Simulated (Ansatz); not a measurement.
**CH₃F₃Ge: small, medium and large basis sets**

How large a basis does CH₃F₃Ge need? Two functionals are run in growing sets.

Method: one geometry, several basis sets; program: Ansatz 0.2.0, Gaussian basis.

Levels to be run: PBE0-D4/def2-SVP; ωB97M-V/def2-SVP; PBE0-D4/def2-QZVPP; ωB97M-V/def2-QZVPP; the functionals' def2-TZVPP values are taken from earlier runs.

## Step 1: The relaxed structure

All runs share one geometry, relaxed beforehand with PBE0-D4 in a triple-zeta def2 set.

SMILES `F[C](F)(F)[GeH3]`, 8 atoms, charge 0, spin multiplicity 1.

Atoms are counted from 1 here; the program's logs count them from 0.

Bond lengths: F1–C2 1.343 Å, C2–F3 1.343 Å, C2–F4 1.343 Å, C2–Ge5 2.008 Å, Ge5–H6 1.530 Å, Ge5–H7 1.530 Å, Ge5–H8 1.530 Å. Angles: F1–C2–F3 106.9°, F1–C2–F4 106.9°, F1–C2–Ge5 111.9°, F3–C2–F4 106.9°, F3–C2–Ge5 111.9°, F4–C2–Ge5 111.9°, C2–Ge5–H6 107.2°, C2–Ge5–H7 107.2°, C2–Ge5–H8 107.2°, H6–Ge5–H7 111.6°, H6–Ge5–H8 111.6°, H7–Ge5–H8 111.7°.

As a file:

```mol
CH3F3Ge
  3D, bonds by distance, orders not assigned

  8  7  0  0  0  0  0  0  0  0999 V2000
    0.4998   -0.9910    1.5923 F   0  0
    0.6880   -0.6520    0.3062 C   0  0
    0.6625   -1.7903   -0.4065 F   0  0
    1.9332   -0.1574    0.2098 F   0  0
   -0.6900    0.6614   -0.3315 Ge  0  0
   -0.5700    1.9068    0.5496 H   0  0
   -0.3735    0.9733   -1.7959 H   0  0
   -2.0577   -0.0079   -0.1797 H   0  0
  1  2  8  0
  2  3  8  0
  2  4  8  0
  2  5  8  0
  5  6  8  0
  5  7  8  0
  5  8  8  0
M  END
```

## Step 2: PBE0-D4 in def2-SVP

Contents of in.yaml:

```yaml
crystal:
  periodic: [false, false, false]
  atoms:
    - {symbol: F, position_ang: [0.499818, -0.990999, 1.592289]}
    - {symbol: C, position_ang: [0.687990, -0.652002, 0.306228]}
    - {symbol: F, position_ang: [0.662491, -1.790294, -0.406540]}
    - {symbol: F, position_ang: [1.933193, -0.157398, 0.209804]}
    - {symbol: Ge, position_ang: [-0.690026, 0.661430, -0.331545]}
    - {symbol: H, position_ang: [-0.570028, 1.906786, 0.549557]}
    - {symbol: H, position_ang: [-0.373506, 0.973252, -1.795867]}
    - {symbol: H, position_ang: [-2.057733, -0.007876, -0.179727]}
basis:
  gaussian: {orbitals: def2-SVP}
hamiltonian: {xc: pbe0, dispersion: d4}
output: {orbitals: {seedname: orbitals}}
```

On the command line:

```
ansatz run in.yaml --threads 4 --pin off --events-out ev --progress --plain --max-ram 10444MiB
```

Further steps of the session: ωB97M-V in def2-SVP; PBE0-D4 in def2-QZVPP; ωB97M-V in def2-QZVPP.

Q: Predict the results of all the runs planned. Wanted: PBE0-D4: double and triple zeta above quadruple; ωB97M-V: double and triple zeta above quadruple.

The runs gave:

```
                                       quantity           value
PBE0-D4: double and triple zeta above quadruple  19.97, 1.69 eV
ωB97M-V: double and triple zeta above quadruple  20.13, 1.64 eV
```

What this shows: PBE0-D4 gains 18.27 eV from double to triple zeta, then 1.69 eV more. Total energies overstate the basis error of differences, where much of it tends to cancel. The LUMO of ωB97M-V is positive and keeps falling with the basis (2.39 to 1.59 eV): an unbound level that the basis holds in place.
